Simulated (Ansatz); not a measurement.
# GaSiH3F2 (SMILES [F][Ga]([F])[SiH3]): r2SCAN0/6-31G(d) (spherical functions)

What is the vertical ionisation energy of GaSiH3F2 at r2SCAN0/6-31G* (spherical functions)? 

Program for the calculation: Ansatz 0.2.0.

78 further runs of the same task are left out: 1 that didn't finish, 77 set aside as unsound or not needed. Runs told in other sessions of the task aren't counted.

### Step 1. The structure to begin with

The species is GaSiH3F2 (7 atoms), meant as a singlet with charge 0. As SMILES, `[F][Ga]([F])[SiH3]`. Geometry: relaxed at PBE0-D4/def2-TZVP.

Bond lengths: F1–Ga2 1.750 Å, Ga2–F3 1.749 Å, Ga2–Si4 2.387 Å, Si4–H5 1.483 Å, Si4–H6 1.483 Å, Si4–H7 1.484 Å. Angles: F1–Ga2–F3 110.4°, F1–Ga2–Si4 124.5°, F3–Ga2–Si4 125.2°, Ga2–Si4–H5 109.3°, Ga2–Si4–H6 108.8°, Ga2–Si4–H7 107.8°, H5–Si4–H6 110.6°, H5–Si4–H7 110.2°, H6–Si4–H7 110.0°.

### Step 2. A single-point energy at r2SCAN0/6-31G(d) (spherical functions)

Contents of job.yaml:

```yaml
crystal:
  periodic: [false, false, false]
  atoms:
    - {symbol: F, position_ang: [0.337700, -1.716900, 2.042000]}
    - {symbol: Ga, position_ang: [0.749800, -0.872200, 0.566000]}
    - {symbol: F, position_ang: [2.304600, -1.409500, -0.029300]}
    - {symbol: Si, position_ang: [-0.636100, 0.761900, -0.486900]}
    - {symbol: H, position_ang: [0.191200, 1.594100, -1.392900]}
    - {symbol: H, position_ang: [-1.267600, 1.599600, 0.561500]}
    - {symbol: H, position_ang: [-1.679500, 0.043100, -1.260400]}
basis:
  gaussian:
    orbitals: 6-31G_st_-spherical.json
hamiltonian:
  xc: {name: r2SCAN0}
accuracy: high
output: {orbitals: {seedname: orbitals}}
```

The basis set 6-31G* is read from a file made from the Basis Set Exchange's data (not shown).

The run is started by

```bash
$ ansatz run job.yaml --threads 1 --pin off --max-ram 3480MiB --events-out events.jsonl --progress --plain --runs-dir runs
```

Standard output:

```text
Warning: RAYON_NUM_THREADS=1 ignored (pool sized by the plan → 1); use --threads N
Functional definition: r2SCAN0
  name "r2SCAN0"
  parameter a = 0.25
  parameter k0 = 0.174
  parameter k1 = 0.065
  parameter a1 = 4.9479
  exchange = (1 - a)*r2scan_x(k0 = k0, k1 = k1, a1 = a1) + a*exact_x
  correlation = r2scan_c
1770 factors; integrals over basis functions are off by at most 5.7e-9 eV
mean field evaluation 1: about -65723.5411 eV, gradient 4.8e1 eV
mean field evaluation 2: about -65715.8869 eV, gradient 8.6e1 eV
mean field evaluation 4: about -65727.2370 eV, gradient 1.2e0 eV
mean field evaluation 8: about -65727.3706 eV, gradient 1.5e-1 eV
mean field evaluation 16: about -65727.3706 eV, gradient 4.3e-6 eV
mean field -65727.37060285 eV, -2415.4363180427 hartree, gradient 3.7e-8 eV, S^2 0.000000; 0 other end points of the search recorded, 0 dependent functions left out
reference -65727.37060383 eV, -2415.4363180789 hartree; 33, 33 occupied and 51, 51 virtual orbitals, 1770 factors
Total energy: -65727.37060383 eV, -2415.4363180789 hartree
```

Run time: 30 s. Hardware: 1 thread of Arm Neoverse N1, shared host; peak memory 0.36 GiB.

### Step 3. The doublet cation

Contents of run.yaml:

```yaml
crystal:
  periodic: [false, false, false]
  atoms:
    - {symbol: F, position_ang: [0.337700, -1.716900, 2.042000]}
    - {symbol: Ga, position_ang: [0.749800, -0.872200, 0.566000]}
    - {symbol: F, position_ang: [2.304600, -1.409500, -0.029300]}
    - {symbol: Si, position_ang: [-0.636100, 0.761900, -0.486900]}
    - {symbol: H, position_ang: [0.191200, 1.594100, -1.392900]}
    - {symbol: H, position_ang: [-1.267600, 1.599600, 0.561500]}
    - {symbol: H, position_ang: [-1.679500, 0.043100, -1.260400]}
basis:
  gaussian: {orbitals: 6-31G_st_-spherical.json}
total_charge: 1
magnetization: {spin_polarized: true, initial_magnetization: 1}
hamiltonian: {xc: {name: r2SCAN0}}
accuracy: high
output: {orbitals: {seedname: orbitals}}
```

The basis set 6-31G* is read from a file made from the Basis Set Exchange's data (not shown).

The run is started by

```bash
$ ansatz run run.yaml --threads 1 --pin off --max-ram 3480MiB --events-out events.jsonl --progress --plain --runs-dir runs
```

Standard output (excerpt; [...] marks lines left out):

```text
Warning: RAYON_NUM_THREADS=1 ignored (pool sized by the plan → 1); use --threads N
[... 8 set-up lines as earlier in the session ...]
1769 factors; integrals over basis functions are off by at most 5.7e-9 eV
mean field evaluation 1: about -65703.6675 eV, gradient 6.0e1 eV
mean field evaluation 2: about -65608.0458 eV, gradient 1.6e2 eV
mean field evaluation 4: about -65715.7466 eV, gradient 5.8e0 eV
mean field evaluation 8: about -65716.0533 eV, gradient 7.8e-1 eV
mean field evaluation 16: about -65716.0573 eV, gradient 8.2e-4 eV
mean field evaluation 32: about -65716.0573 eV, gradient 1.9e-7 eV
mean field -65716.05725178 eV, -2415.0205600596 hartree, gradient 2.9e-8 eV, S^2 0.760321; 0 other end points of the search recorded, 0 dependent functions left out
reference -65716.05725854 eV, -2415.0205603080 hartree; 33, 32 occupied and 51, 52 virtual orbitals, 1769 factors
Total energy: -65716.05725854 eV, -2415.0205603080 hartree
```

It took 69 s on 1 thread of Arm Neoverse N1, shared host; peak memory 0.62 GiB.

### Step 4. What came out

Level: r2SCAN0/6-31G* (spherical functions).

| quantity | value |
| --- | --- |
| singlet GaSiH3F2: total energy | -2415.43632 Eh |
| singlet GaSiH3F2: HOMO energy | -9.20 eV |
| singlet GaSiH3F2: LUMO energy | -1.45 eV |
| singlet GaSiH3F2: HOMO–LUMO gap | 7.75 eV |
| doublet cation: total energy | -2415.02056 Eh |
| doublet cation: HOMO energy (highest over α and β) | -16.64 eV |
| doublet cation: LUMO energy (lowest over α and β) | -13.33 eV |
| doublet cation: ⟨S²⟩ | 0.760 |
| vertical ionisation energy (to the doublet cation) | 11.313 eV |

**Reading.** Removing an electron at fixed nuclei costs 11.31 eV (1092 kJ/mol). −ε(HOMO) before ionisation, 9.20 eV, is 2.11 eV below this ionisation energy.
